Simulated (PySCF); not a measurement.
# In³⁷⁺, In³⁸⁺: ionisation energies in even-tempered 18s12p4d4f, part 2 of 2

Wanted: the ionisation energy of indium, up a ladder of methods.

PySCF 2.14.0; even-tempered 18s12p4d4f, scalar relativity by spin-free X2C-1e. The scripts are equivalent inputs of a driver's runs.

### 3 In³⁸⁺: the ladder of methods

#### UHF

input.py

```python
from pyscf import gto, scf, dft, mp, cc
mol = gto.M(atom="In 0 0 0", charge=38, spin=1, symmetry="D2h",
            basis=gto.etbs([(0, 18, 6.6, 2.5), (1, 12, 8.6, 2.5), (2, 4, 32, 2.7), (3, 4, 48, 2.7)]),
            nucmod="G")
mf = scf.UHF(mol).sfx2c1e()
mf.irrep_nelec = {'Ag': (3, 2), 'B1u': (1, 1), 'B2u': (1, 1), 'B3u': (1, 1)}
mf.kernel()
```

Log:

```text
damping factor = 0
level_shift factor = 0
DIIS = <class 'pyscf.scf.diis.CDIIS'>
diis_start_cycle = 1
diis_space = 10
diis_damp = 0
SCF conv_tol = 1e-09
SCF conv_tol_grad = None
number electrons alpha = 6  beta = 5
cycle= 1 E= -4609.91193174048  delta_E= 8.19e-12  |g|= 6.58e-08  |ddm|= 6.64e-08
converged SCF energy = -4609.91193174048  <S^2> = 0.75000187  2S+1 = 2.0000019
```

It used 1.1 s of CPU time after the integrals (shared host).

The occupied shells:

| shell | electrons | mean orbital energy (eV) | spread (eV) | rms radius (bohr) |
| --- | --- | --- | --- | --- |
| 1s α | 1 | -30457.9 | 0 | 0.0340 |
| 1s β | 1 | -30450.6 | 0 | 0.0340 |
| 2s α | 1 | -6522.0 | 0 | 0.136 |
| 2s β | 1 | -6512.8 | 0 | 0.136 |
| 2p α | 3 | -6096.7 | 0 | 0.121 |
| 2p β | 3 | -6092.9 | 0 | 0.121 |
| 3s α | 1 | -2628.1 | 0 | 0.326 |

⟨S²⟩ = 0.750, ⟨L²⟩ = 0.00.

#### LDA

input.py, as changed from the run before:

```diff
@@ -4,3 +4,3 @@
             nucmod="G")
-mf = scf.UHF(mol).sfx2c1e()
+mf = dft.UKS(mol, xc="LDA,VWN").sfx2c1e()
 mf.irrep_nelec = {'Ag': (3, 2), 'B1u': (1, 1), 'B2u': (1, 1), 'B3u': (1, 1)}
```

Log:

```text
damping factor = 0
level_shift factor = 0
DIIS = <class 'pyscf.scf.diis.CDIIS'>
diis_start_cycle = 1
diis_space = 10
diis_damp = 0
SCF conv_tol = 1e-09
SCF conv_tol_grad = None
number electrons alpha = 6  beta = 5
XC functionals = LDA,VWN
    P. A. M. Dirac.,  Math. Proc. Cambridge Philos. Soc. 26, 376 (1930)
    F. Bloch.,  Z. Phys. 57, 545 (1929)
    S. H. Vosko, L. Wilk, and M. Nusair.,  Can. J. Phys. 58, 1200 (1980)
cycle= 1 E= -4604.49874917344  delta_E= -0.0125  |g|= 0.0541  |ddm|= 0.0185
cycle= 2 E= -4604.49875751018  delta_E= -8.34e-06  |g|= 0.00425  |ddm|= 0.000952
cycle= 3 E= -4604.49875757724  delta_E= -6.71e-08  |g|= 6.59e-05  |ddm|= 5.95e-05
cycle= 4 E= -4604.49875757725  delta_E= -1.64e-11  |g|= 1.22e-07  |ddm|= 9.16e-07
converged SCF energy = -4604.49875757725  <S^2> = 0.75000166  2S+1 = 2.0000017
```

CPU time 0.43 s on a shared host, the integrals not counted.

#### PBE

input.py, as changed from the run before:

```diff
@@ -4,3 +4,3 @@
             nucmod="G")
-mf = dft.UKS(mol, xc="LDA,VWN").sfx2c1e()
+mf = dft.UKS(mol, xc="PBE").sfx2c1e()
 mf.irrep_nelec = {'Ag': (3, 2), 'B1u': (1, 1), 'B2u': (1, 1), 'B3u': (1, 1)}
```

Log:

```text
damping factor = 0
level_shift factor = 0
DIIS = <class 'pyscf.scf.diis.CDIIS'>
diis_start_cycle = 1
diis_space = 10
diis_damp = 0
SCF conv_tol = 1e-09
SCF conv_tol_grad = None
number electrons alpha = 6  beta = 5
XC functionals = PBE
    J. P. Perdew, K. Burke, and M. Ernzerhof.,  Phys. Rev. Lett. 77, 3865 (1996)
    J. P. Perdew, K. Burke, and M. Ernzerhof.,  Phys. Rev. Lett. 78, 1396 (1997)
    J. P. Perdew, K. Burke, and M. Ernzerhof.,  Phys. Rev. Lett. 77, 3865 (1996)
    J. P. Perdew, K. Burke, and M. Ernzerhof.,  Phys. Rev. Lett. 78, 1396 (1997)
cycle= 1 E= -4610.04234584781  delta_E= -0.00783  |g|= 0.0124  |ddm|= 0.0165
cycle= 2 E= -4610.04234637372  delta_E= -5.26e-07  |g|= 0.000924  |ddm|= 0.000319
cycle= 3 E= -4610.04234637729  delta_E= -3.57e-09  |g|= 3.73e-05  |ddm|= 1.53e-05
cycle= 4 E= -4610.04234637729  delta_E= -4.55e-12  |g|= 1.69e-07  |ddm|= 4.62e-07
converged SCF energy = -4610.04234637729  <S^2> = 0.75000087  2S+1 = 2.0000009
```

CPU time 0.53 s on a shared host, the integrals not counted.

#### PBE0

input.py, as changed from the run before:

```diff
@@ -4,3 +4,3 @@
             nucmod="G")
-mf = dft.UKS(mol, xc="PBE").sfx2c1e()
+mf = dft.UKS(mol, xc="PBE0").sfx2c1e()
 mf.irrep_nelec = {'Ag': (3, 2), 'B1u': (1, 1), 'B2u': (1, 1), 'B3u': (1, 1)}
```

Log:

```text
damping factor = 0
level_shift factor = 0
DIIS = <class 'pyscf.scf.diis.CDIIS'>
diis_start_cycle = 1
diis_space = 10
diis_damp = 0
SCF conv_tol = 1e-09
SCF conv_tol_grad = None
number electrons alpha = 6  beta = 5
XC functionals = PBE0
    C. Adamo and V. Barone.,  J. Chem. Phys. 110, 6158 (1999)
    M. Ernzerhof and G. E. Scuseria.,  J. Chem. Phys. 110, 5029 (1999)
cycle= 1 E= -4610.12152200979  delta_E= -0.00433  |g|= 0.0105  |ddm|= 0.0125
cycle= 2 E= -4610.12152231418  delta_E= -3.04e-07  |g|= 0.000486  |ddm|= 0.000339
cycle= 3 E= -4610.1215223151  delta_E= -9.28e-10  |g|= 2.85e-05  |ddm|= 5.76e-06
converged SCF energy = -4610.1215223151  <S^2> = 0.75000069  2S+1 = 2.0000007
```

CPU time 0.94 s on a shared host, the integrals not counted.

#### r2SCAN

input.py, as changed from the run before:

```diff
@@ -4,3 +4,3 @@
             nucmod="G")
-mf = dft.UKS(mol, xc="PBE0").sfx2c1e()
+mf = dft.UKS(mol, xc="R2SCAN").sfx2c1e()
 mf.irrep_nelec = {'Ag': (3, 2), 'B1u': (1, 1), 'B2u': (1, 1), 'B3u': (1, 1)}
```

Log:

```text
damping factor = 0
level_shift factor = 0
DIIS = <class 'pyscf.scf.diis.CDIIS'>
diis_start_cycle = 1
diis_space = 10
diis_damp = 0
SCF conv_tol = 1e-09
SCF conv_tol_grad = None
number electrons alpha = 6  beta = 5
XC functionals = R2SCAN
    J. W. Furness, A. D. Kaplan, J. Ning, J. P. Perdew, and J. Sun.,  J. Phys. Chem. Lett. 11, 8208-8215 (2020)
    J. W. Furness, A. D. Kaplan, J. Ning, J. P. Perdew, and J. Sun.,  J. Phys. Chem. Lett. 11, 9248-9248 (2020)
    J. W. Furness, A. D. Kaplan, J. Ning, J. P. Perdew, and J. Sun.,  J. Phys. Chem. Lett. 11, 8208-8215 (2020)
    J. W. Furness, A. D. Kaplan, J. Ning, J. P. Perdew, and J. Sun.,  J. Phys. Chem. Lett. 11, 9248-9248 (2020)
cycle= 1 E= -4610.49674397344  delta_E= -0.00402  |g|= 0.0104  |ddm|= 0.0147
cycle= 2 E= -4610.49674405026  delta_E= -7.68e-08  |g|= 9.46e-05  |ddm|= 0.000196
cycle= 3 E= -4610.49674405028  delta_E= -1.18e-11  |g|= 1.19e-06  |ddm|= 4.63e-06
converged SCF energy = -4610.49674405028  <S^2> = 0.75000282  2S+1 = 2.0000028
```

CPU time 0.79 s on a shared host, the integrals not counted.

#### B2PLYP

input.py, as changed from the run before:

```diff
@@ -4,3 +4,3 @@
             nucmod="G")
-mf = dft.UKS(mol, xc="R2SCAN").sfx2c1e()
+mf = dft.UKS(mol, xc="0.53*HF + 0.47*B88, 0.73*LYP").sfx2c1e()
 mf.irrep_nelec = {'Ag': (3, 2), 'B1u': (1, 1), 'B2u': (1, 1), 'B3u': (1, 1)}
```

Log:

```text
damping factor = 0
level_shift factor = 0
DIIS = <class 'pyscf.scf.diis.CDIIS'>
diis_start_cycle = 1
diis_space = 10
diis_damp = 0
SCF conv_tol = 1e-09
SCF conv_tol_grad = None
number electrons alpha = 6  beta = 5
XC functionals = 0.53*HF + 0.47*B88, 0.73*LYP
    A. D. Becke.,  Phys. Rev. A 38, 3098 (1988)
    C. Lee, W. Yang, and R. G. Parr.,  Phys. Rev. B 37, 785 (1988)
    B. Miehlich, A. Savin, H. Stoll, and H. Preuss.,  Chem. Phys. Lett. 157, 200 (1989)
cycle= 1 E= -4610.41219457537  delta_E= -0.00184  |g|= 0.00917  |ddm|= 0.00885
cycle= 2 E= -4610.41219479952  delta_E= -2.24e-07  |g|= 0.000113  |ddm|= 0.000341
cycle= 3 E= -4610.41219479959  delta_E= -7.46e-11  |g|= 2.21e-06  |ddm|= 9.95e-06
converged SCF energy = -4610.41219479959  <S^2> = 0.7500009  2S+1 = 2.0000009
```

It used 1.1 s of CPU time after the integrals (shared host).

Script and log cover the SCF part. The PT2 part, added by the driver, -0.33571 hartree before scaling by 0.27, brings the total to -4610.502835 hartree.

#### TPSSh

input.py, as changed from the run before:

```diff
@@ -4,3 +4,3 @@
             nucmod="G")
-mf = dft.UKS(mol, xc="0.53*HF + 0.47*B88, 0.73*LYP").sfx2c1e()
+mf = dft.UKS(mol, xc="TPSSH").sfx2c1e()
 mf.irrep_nelec = {'Ag': (3, 2), 'B1u': (1, 1), 'B2u': (1, 1), 'B3u': (1, 1)}
```

Log:

```text
damping factor = 0
level_shift factor = 0
DIIS = <class 'pyscf.scf.diis.CDIIS'>
diis_start_cycle = 1
diis_space = 10
diis_damp = 0
SCF conv_tol = 1e-09
SCF conv_tol_grad = None
number electrons alpha = 6  beta = 5
XC functionals = TPSSH
    V. N. Staroverov, G. E. Scuseria, J. Tao, and J. P. Perdew.,  J. Chem. Phys. 119, 12129 (2003)
cycle= 1 E= -4610.54744003147  delta_E= -0.00375  |g|= 0.0127  |ddm|= 0.0133
cycle= 2 E= -4610.54744034251  delta_E= -3.11e-07  |g|= 0.000528  |ddm|= 0.000385
cycle= 3 E= -4610.54744034367  delta_E= -1.16e-09  |g|= 3.76e-05  |ddm|= 6.73e-06
cycle= 4 E= -4610.54744034367  delta_E= -4.55e-12  |g|= 1.26e-07  |ddm|= 5.49e-07
converged SCF energy = -4610.54744034367  <S^2> = 0.7500011  2S+1 = 2.0000011
```

It used 1.3 s of CPU time after the integrals (shared host).

#### MP2 (outer shells)

input.py, as changed from the run before:

```diff
@@ -4,4 +4,5 @@
             nucmod="G")
-mf = dft.UKS(mol, xc="TPSSH").sfx2c1e()
+mf = scf.UHF(mol).sfx2c1e()
 mf.irrep_nelec = {'Ag': (3, 2), 'B1u': (1, 1), 'B2u': (1, 1), 'B3u': (1, 1)}
 mf.kernel()
+mp.UMP2(mf, frozen=1).kernel()
```

No log was kept for this step.

It used 0.45 s of CPU time after the integrals (shared host).

With 9 electrons correlated, the MP2 correlation energy is -0.33065 hartree (-0.09008 same spin, -0.24057 opposite spin); the SCS form gives -0.31871. Largest pairs of shells: 2p-2p -0.2185, 2s-2p -0.0664, 2p-3s -0.0293, 2s-2s -0.0114, 2s-3s -0.0049.

Radial density 4πr²ρ of In³⁸⁺ at UHF, without picture-change correction:

| r (bohr) | density | spin density |
| --- | --- | --- |
| 0.000585 | 0.867 | 0.012 |
| 0.000984 | 2.02 | 0.028 |
| 0.00165 | 4.62 | 0.065 |
| 0.00278 | 10.1 | 0.141 |
| 0.00468 | 20.8 | 0.283 |
| 0.00788 | 37.8 | 0.492 |
| 0.0132 | 56.5 | 0.636 |
| 0.0223 | 61.9 | 0.403 |
| 0.0375 | 50.8 | -0.002 |
| 0.0630 | 59.0 | 0.964 |
| 0.106 | 66.9 | 1.184 |
| 0.178 | 22.5 | 0.568 |
| 0.300 | 5.19 | 4.383 |
| 0.505 | 0.619 | 0.618 |
| 0.849 | 0.00253 | 0.003 |

### 4 Orbital energies side by side

Highest occupied Hartree-Fock shell of each state: In³⁷⁺ 3s at -2548.4 eV; In³⁸⁺ 3s α at -2628.1 eV.

### 5 The energy differences

Ionisation energy: In³⁷⁺ [Ne] 3s2 (1S) → In³⁸⁺ [Ne] 3s1 (2S).

| method | value (eV) | less the reference (eV) | CPU time, both states (s) |
| --- | --- | --- | --- |
| UHF | 2548.2 | -6.8 | 5.4 |
| LDA | 2552.2 | -2.8 | 0.86 |
| PBE | 2554.1 | -0.9 | 1.1 |
| PBE0 | 2552.9 | -2.1 | 1.8 |
| r2SCAN | 2548.3 | -6.7 | 1.8 |
| B2PLYP | 2552.2 | -2.8 | 2.8 |
| TPSSh | 2552.0 | -3.0 | 3 |
| MP2 (outer shells) | 2551.5 | -3.5 | 6.5 |
| SCS-MP2 (outer shells) | 2551.9 | -3.1 | 6.5 |

Reference: 2555 ± 3 eV (semi-empirical (NIST evaluation); NIST Atomic Spectra Database, ionization energies). For this ion Breit and QED terms and the two-electron picture change, all absent here, are large against electron correlation.

Ionisation energy: In³⁸⁺ [Ne] 3s1 (2S) → In³⁹⁺ [Ne] (1S).

| method | value (eV) | less the reference (eV) |
| --- | --- | --- |
| UHF | 2628.0 | -0.7 |
| LDA | 2630.7 | +2.0 |
| PBE | 2633.4 | +4.6 |
| PBE0 | 2632.2 | +3.4 |
| r2SCAN | 2627.4 | -1.4 |
| B2PLYP | 2631.3 | +2.6 |
| TPSSh | 2631.1 | +2.3 |
| MP2 (outer shells) | 2628.7 | -0.0 |
| SCS-MP2 (outer shells) | 2628.6 | -0.2 |

Reference: 2628.77 ± 0.08 eV (semi-empirical (NIST evaluation); NIST Atomic Spectra Database, ionization energies). For this ion Breit and QED terms and the two-electron picture change, all absent here, are large against electron correlation.

The differences also use runs on In³⁹⁺ [Ne] (1S), which are not shown here. Times are CPU seconds on a shared host without the integrals; correlated rows include their Hartree-Fock run, whose time holds the symmetry-adapted start and any spin-orbit constants, while functionals begin from orbitals already made.

### 6 Results

What follows sums up all 2 parts.

| quantity | value |
| --- | --- |
| ionisation energy, In³⁷⁺ | UHF 2548.2, MP2 (outer shells) 2551.5 eV; reference 2555 ± 3 |
| ionisation energy, In³⁸⁺ | UHF 2628.0, MP2 (outer shells) 2628.7 eV; reference 2628.77 ± 0.08 |

**Reading.** For the first difference the methods span 5.955 eV, from UHF (2548.2) to PBE (2554.1). The reference is uncertain or not like for like (spin-orbit coupling or other relativistic terms), so no ranking of close methods is drawn. All values hold for this basis alone; no basis-set limit was taken.
